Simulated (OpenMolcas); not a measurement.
# W⁵⁺ among point charges: CASSCF and CASPT2 levels and susceptibility

How does a field of 3 point charges split the states of W⁵⁺, and what χT follows?

Method: state-averaged CASSCF and CASPT2, spin-orbit coupling by RASSI with atomic mean-field integrals. Code: OpenMolcas 26.06.

## (1) The system

| Item | Value |
| --- | --- |
| Species | W⁵⁺ (tungsten, Z = 74, 69 electrons) |
| Basis | ANO-RCC-VDZP [7s6p4d2f1g], 68 functions |
| Scalar Hamiltonian | DKH2, point nucleus |
| Inactive shells | 1s 2s 2p 3s 3p 3d 4s 4p 4d 4f 5s 5p |
| Active space | 1 electron in 5 orbitals (5d) |
| Some configurations of this space | 5d |
| Orbitals | optimised for each spin and parity, averaged over all roots |

The outer shells:

5d
```
5d [↑ ][  ][  ][  ][  ]
```

The ion sits among 3 point charges of -1.5 e arranged as a planar triangle (D3h), 2.33 Å from the ion.

The work runs as a chain of OpenMolcas steps in one folder; each step below is one input file. Labels, J, g values, rates, χT and fits are worked out afterwards by a script from the matrices that RASSI stores.

## (2) One- and two-electron integrals

a.inp reads:

```
&GATEWAY
Coord
1

W 0.0 0.0 0.0
Basis=ANO-RCC-VDZP
Group=NoSym
NoMove
AngMom=0.0 0.0 0.0
AMFI
XField
3 Angstrom 0
2.330000 0.000000 0.000000 -1.500000
-1.165000 2.017839 0.000000 -1.500000
-1.165000 -2.017839 0.000000 -1.500000
&SEWARD
```

On the command line:

```sh
$ OMP_NUM_THREADS=1 MOLCAS_MEM=1689 MOLCAS_PROJECT=a pymolcas a.inp > a.log
```

Log:

```text
Basis set label: W.ANO-RCC...7S6P4D2F1G.

      Electronic valence basis set:
      ------------------
      Associated Effective Charge  74.000000 au
      Associated Actual Charge     74.000000 au
      Nuclear Model: Point charge

      Shell  nPrim  nBasis  Cartesian Spherical Contaminant
         s      24       7        X
         p      21       6        X
         d      15       4                 X
         f      11       2                 X
         g       4       1                 X
                  Relativistic Douglas-Kroll-Hess integrals:
                    - DKH order of Hamiltonian: 2
                    - DKH order of Properties : 0
                  Atomic mean-field integrals
```

## (3) Reference wave functions, doublets, 5 roots

a.inp reads:

```
&RASSCF
FileOrb=start.orb
Symmetry=1
Spin=2
nActEl=1 0 0
Inactive=34
Ras2=5
CIRoot=5 5 1
SDav=5
CIMx=300
Iter=120 100
PrWF=0.3
OrbListing=Nothing
MaxOrb=0
>>> COPY $Project.JobIph JOB001
```

On the command line:

```sh
$ OMP_NUM_THREADS=1 MOLCAS_MEM=1689 MOLCAS_PROJECT=a pymolcas a.inp > a.log
```

start.orb holds the contracted functions of the basis, ordered by shell, or the orbitals of the step before.

Log, cut to the lines that bear on the results:

```text
[...]
      Number of active orbitals                  5
[...]
      Spin quantum number                      0.5
[...]
      Active orbitals                            5
[...]
      Number of CSFs                             5
      Number of root(s) required                 5
[...]
      Convergence after  8 iterations
[...]
      Natural orbitals and occupation numbers for root  1
      sym 1:   0.000000  -0.000000   1.000000   0.000000  -0.000000
      Natural orbitals and occupation numbers for root  2
      sym 1:   0.000000  -0.000000   0.000000   1.000000  -0.000000
      Natural orbitals and occupation numbers for root  3
      sym 1:   0.000000   1.000000  -0.000000   0.000000  -0.000000
::    RASSCF root number  1 Total energy: -16127.59634948
::    RASSCF root number  2 Total energy: -16127.58895346
::    RASSCF root number  3 Total energy: -16127.58895346
::    RASSCF root number  4 Total energy: -16127.55430486
::    RASSCF root number  5 Total energy: -16127.55430486
```

## (4) State interaction with spin-orbit coupling

a.inp reads:

```
&RASSI
NrOfJobIphs=1 5
1 2 3 4 5
IphNames
JOB001
EJob
SpinOrbit
DIPRint=1.0
SOCoupling=1000.0
Subsets=2
Property=9
'ANGMOM' 1 'ANGMOM' 2 'ANGMOM' 3 'MLTPL  1' 1 'MLTPL  1' 2 'MLTPL  1' 3
'AMFI' 1 'AMFI' 2 'AMFI' 3
SOProperty=3
'ANGMOM' 1 'ANGMOM' 2 'ANGMOM' 3
```

Log, cut to the lines that bear on the results:

```text
SPIN-FREE ENERGIES:
  (Shifted by EMIN (a.u.) =     -16127.5963494759)
 SF State       Relative EMIN(au)   Rel lowest level(eV)    D:o, cm**(-1)      L_eff
     1             0.0000000000        0.0000000000              0.0000         2.0
     2             0.0073960197        0.2012559485           1623.2387         2.0
     3             0.0073960204        0.2012559691           1623.2389         2.0
     4             0.0420446122        1.1440921831           9227.7258         2.0
     5             0.0420446147        1.1440922493           9227.7263         2.0
     Dipole printing threshold changed to   1.00000000E+00
[...]
Eigenvalues of complex Hamiltonian:
   -----------------------------------
  (Shifted by EMIN (a.u.) =     -16127.5963494759)
 SO State       Relative EMIN(au)   Rel lowest level(eV)    D:o, cm**(-1)     J-value
     1            -0.0229311264        0.0000000000              0.0000         1.4
     2            -0.0229311264        0.0000000000              0.0000         1.4
     3             0.0011203683        0.6544745122           5278.6929         1.1
     4             0.0011203683        0.6544745122           5278.6929         1.1
     5             0.0212501664        1.2022342244           9696.6730         2.4
     6             0.0212501664        1.2022342244           9696.6730         2.4
     7             0.0386763828        1.6764257307          13521.2854         1.9
     8             0.0386763828        1.6764257307          13521.2854         1.9
     9             0.0607654760        2.2775005759          18369.2810         1.2
    10             0.0607654760        2.2775005759          18369.2810         1.2
Weights of the five most important spin-orbit-free states for each spin-orbit state.
[...]
```

These steps took 2.5 s in all on 1 thread, shared host.

Spin-free states, with their symmetry labels:

```
state  degeneracy  E (cm-1)  free-ion L (%)
  2A1           1         0         D (100)
   2E           2      1623         D (100)
   2E           2      9228         D (100)
```

With spin-orbit coupling:

```
E (cm-1)  Degeneracy  Label  2S+1               g
     0.0           2   E1/2     2  0.96 1.47 1.47
    5279           2   E3/2     2  0.00 0.00 3.18
    9697           2   E1/2     2  1.04 3.48 3.48
   13521           2   E3/2     2  0.00 0.00 2.81
   18369           2   E1/2     2  0.00 0.00 6.00
```

Labels of spin-orbit levels are those of the rotation subgroup (D3 for D3h). Principal g values are given for doublets only; a zero marks a field direction without first-order Zeeman splitting.

Powder χT (cm³ K/mol): 0.16 at 2 K, 0.16 at 5 K, 0.17 at 10 K, 0.17 at 20 K, 0.17 at 50 K, 0.17 at 100 K, 0.17 at 150 K, 0.17 at 200 K, 0.17 at 250 K, 0.18 at 300 K.

## (5) CASPT2: IPEA 0.25, imaginary shift 0.1 (closed shells correlated: 4f 5s 5p)

a.inp reads:

```
>>> COPY JOB001 $Project.JobIph
&CASPT2
Multistate=5 1 2 3 4 5
NoMult
Frozen=23
IPEA=0.25
Imaginary=0.1
MaxIter=60
WThr=0.0 0.3 0.05
PrWF=0.5
NoMix
```

On the command line:

```sh
$ OMP_NUM_THREADS=1 MOLCAS_MEM=1689 MOLCAS_PROJECT=a pymolcas a.inp > a.log
```

Log:

```text
Orbital specifications:
      -----------------------

      Symmetry species                           1
                                                 a
      Frozen orbitals                           23
      Inactive orbitals                         11
      Active orbitals                            5
      Secondary orbitals                        29
      Deleted orbitals                           0
      Number of basis functions                 68
Type of calculation                        SS-CASPT2
      Fock operator                              state-specific
      IPEA shift                                 0.25
      Real shift                                 0.00
      Imaginary shift                            0.10
      The input orbitals will be transformed to quasi-canonical
Reference energy:      -16127.5963494759
      E2 (Non-variational):      -0.7241606627
      Shift correction:          -0.0000963398
      E2 (Variational):          -0.7242570025
      Total energy:          -16128.3206064784
      Residual norm:              0.0000000941
      Reference weight:           0.93169
      Contributions to the CASPT2 correlation energy
      Active & Virtual Only:          0.0000000000
      One Inactive Excited:          -0.0430064248
      Two Inactive Excited:          -0.6811542380
Reference energy:      -16127.5889534562
      E2 (Non-variational):      -0.7240613090
      Shift correction:          -0.0000961614
      E2 (Variational):          -0.7241574703
      Total energy:          -16128.3131109266
      Residual norm:              0.0000000990
      Reference weight:           0.93173
      Contributions to the CASPT2 correlation energy
      Active & Virtual Only:          0.0000000000
      One Inactive Excited:          -0.0430967539
      Two Inactive Excited:          -0.6809645551
::    CASPT2 Root  1     Total energy: -16128.32060648
::    CASPT2 Root  2     Total energy: -16128.31311093
::    CASPT2 Root  3     Total energy: -16128.31311091
::    CASPT2 Root  4     Total energy: -16128.27915384
::    CASPT2 Root  5     Total energy: -16128.27877268
```

This run: 1.9 s of run time, 1 thread, shared host.

SS-CASPT2: lowest energy less the reference's lowest, -0.7243 hartree; reference weights 0.932.

States without spin-orbit coupling:

```
state  degeneracy  E (cm-1)  free-ion L (%)
  2A1           1         0         D (100)
   2E           2      1645         D (100)
   2E           2      9140         D (100)
```

With spin-orbit coupling:

```csv
E (cm-1),Degeneracy,Label,2S+1,g
0,2,E1/2,2,0.96 1.47 1.47
5240,2,E3/2,2,0.00 0.00 3.17
9700,2,E1/2,2,1.04 3.47 3.47
13470,2,E3/2,2,0.00 0.00 2.83
18270,2,E1/2,2,0.00 0.00 6.00
```

Powder χT (cm³ K/mol): 0.16 at 2 K, 0.16 at 5 K, 0.16 at 10 K, 0.17 at 20 K, 0.17 at 50 K, 0.17 at 100 K, 0.17 at 150 K, 0.17 at 200 K, 0.17 at 250 K, 0.18 at 300 K.

## (6) The methods side by side

A. CASSCF
B. SS-CASPT2, IPEA 0.25, imaginary shift 0.1 (closed shells correlated: 4f 5s 5p)

```
method  ground state  first state of that spin (cm-1)  first gap with spin-orbit (cm-1)  χT at 300 K
     A           2A1                          2E 1623                            5278.7         0.18
     B           2A1                          2E 1645                            5243.9         0.18
```

## (7) What came out

| quantity | value |
| --- | --- |
| method | SS-CASPT2, IPEA 0.25, imaginary shift 0.1 (closed shells correlated: 4f 5s 5p) |
| spin-free ground state | 2A1, 1-fold in its orbital part |
| first state of the same spin within the active space | 2E at 1650 cm⁻¹ |
| lowest level | 2-fold E1/2, g = 0.96, 1.47, 1.47 |
| next level | 5243.9 cm⁻¹ |
| χT at 300 K | 0.18 cm³ K/mol |
| effective moment at 300 K | 1.19 μB |

Cost by method:

```
                                                 method  time of its own steps  time with the reference
                                              A. CASSCF                  2.5 s                    2.5 s
B. SS-CASPT2, IPEA 0.25, imaginary shift 0.1, +4f 5s 5p                  1.9 s                    4.4 s
```

Times are of one thread on a shared host.

**Reading.** The spin-free ground state (2A1) comes to 100 % from free-ion D terms and keeps the highest spin of the shell. χT at 300 K is 0.18, against 0.38 cm³ K/mol for the spin alone, so orbital moment lowers it. CASPT2 does not keep the components of a term degenerate, and the means are used. The field of point charges can differ much from that of real complexes. Point charges carry no covalency, so the field is a model and not that of real ligands.
